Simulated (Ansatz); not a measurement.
# ClFH₄OSSi₂: up Jacob's ladder to CCSD(T)

The task here is to estimate one member of a computed series from the others.

Program: Ansatz 0.2.0, Gaussian basis. Level of theory: functionals in def2-TZVPP, the program's frozen cores in correlated methods. These are calculated values, not measurements.

The runs, in order: PBE-D4, r2SCAN-D4, PBE0-D4, B3LYP-D4, ωB97X-V, ωB97M-V, B2PLYP; CCSD(T)/def2-TZVPP; MP2/def2-QZVPP; extrapolation to the limit.

### The relaxed structure

An earlier PBE0-D4 in a triple-zeta def2 set relaxation fixed the geometry.

SMILES `O[SiH](F)S[SiH2]Cl`, 10 atoms, charge 0, spin multiplicity 1.

Atoms are counted from 1 here; the program's logs count them from 0.

Bond lengths: O1–Si2 1.622 Å, O1–H7 0.959 Å, Si2–F3 1.594 Å, Si2–S4 2.131 Å, Si2–H8 1.468 Å, S4–Si5 2.129 Å, Si5–Cl6 2.052 Å, Si5–H9 1.478 Å, Si5–H10 1.476 Å. Angles: Si2–O1–H7 119.2°, O1–Si2–F3 111.5°, O1–Si2–S4 108.7°, O1–Si2–H8 107.2°, F3–Si2–S4 107.7°, F3–Si2–H8 108.0°, S4–Si2–H8 113.8°, Si2–S4–Si5 100.2°, S4–Si5–Cl6 111.5°, S4–Si5–H9 105.4°, S4–Si5–H10 111.9°, Cl6–Si5–H9 108.7°, Cl6–Si5–H10 107.4°, H9–Si5–H10 111.9°.

Set-up of the first run:

File in.yaml:

```yaml
crystal:
  periodic: [false, false, false]
  atoms:
    - {symbol: O, position_ang: [-1.348972, 0.172936, -2.425484]}
    - {symbol: Si, position_ang: [-0.152996, 0.079950, -1.333405]}
    - {symbol: F, position_ang: [0.294788, 1.524865, -0.831465]}
    - {symbol: S, position_ang: [-0.855520, -1.006291, 0.359447]}
    - {symbol: Si, position_ang: [0.454633, -0.253610, 1.859496]}
    - {symbol: Cl, position_ang: [2.422153, -0.532781, 1.349117]}
    - {symbol: H, position_ang: [-2.229692, 0.416435, -2.134649]}
    - {symbol: H, position_ang: [0.995906, -0.543420, -2.001505]}
    - {symbol: H, position_ang: [0.161594, -1.049196, 3.070321]}
    - {symbol: H, position_ang: [0.258088, 1.191092, 2.088128]}
basis:
  gaussian: {orbitals: def2-TZVPP}
hamiltonian: {xc: pbe, dispersion: d4}
output: {forces: true, orbitals: {seedname: orbitals}}
```

Launch:

```bash
ansatz run in.yaml --threads 2 --pin off --events-out ev --progress --plain --max-ram 22528MiB --backend cuda --devices 0, --max-vram 18GiB
```

Among the steps run: PBE-D4 (GGA); r2SCAN-D4 (meta-GGA); PBE0-D4 (hybrid); B3LYP-D4 (hybrid); ωB97X-V (range-separated); ωB97M-V (range-separated); B2PLYP (double hybrid); CCSD(T) in def2-TZVPP; MP2 in def2-QZVPP.

One table of the session follows, with a row left open; its other results are not shown here.

It belongs to the step «Atomisation energies». 

| method | atomisation energy (kJ/mol) |
| --- | --- |
| PBE-D4 | 3582.3 |
| r2SCAN-D4 | 3579.8 |
| PBE0-D4 | 3526.8 |
| B3LYP-D4 | 3527.9 |
| ωB97X-V | 3589.2 |
| ωB97M-V | 3584.3 |
| B2PLYP | 3500.0 |
| HF/def2-TZVPP | 2606.6 |
| MP2/def2-TZVPP | 3559.0 |
| CCSD/def2-TZVPP | 3400.6 |
| CCSD(T)/def2-TZVPP | ? |
| MP2/CBS | 3684.8 |
| CCSD(T)/CBS | 3584.9 |

Q: Estimate the row for CCSD(T)/def2-TZVPP from the others.

The run gave: atomisation energy (kJ/mol): 3459.0. In the column «atomisation energy (kJ/mol)» it lies between CCSD/def2-TZVPP (3400.6) and B2PLYP (3500.0).
